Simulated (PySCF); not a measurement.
# I4Ti (TiI4): the cost of one run

Programs: PySCF 2.14.0, with routines of our own; each step states its level. All values are computed. Atoms count from 0.

## (1) The system as given

5 atoms, charge 0, multiplicity 1; geometry from: GFN2-xTB.

## (2) Relaxing the molecule at PBE0-D3(BJ)/def2-SVP

What the job is given:

```
{"job": {"xc": "PBE0", "basis": "def2-SVP", "d3": "d3bj", "grid": 1, "maxiter": 30, "shake": 0.01, "kind": "geom"}, "charge": 0, "multiplicity": 1}
I      0.438360    -2.039080    -1.660100
Ti    -0.004270    -0.005030    -0.006070
I     -0.805840     2.118150    -1.378290
I      2.275010     0.566730     1.275240
I     -1.869700    -0.674750     1.731330
```

Launch:

```console
OMP_NUM_THREADS=2 python heavy_run.py task.json out
```

One launch serves the whole session: the jobs run in the order shown.

Q: Estimate the wall time and peak memory of this first job on 2 threads of Arm Neoverse V2, shared host.

About 79 s, with a peak of 0.67 GiB.
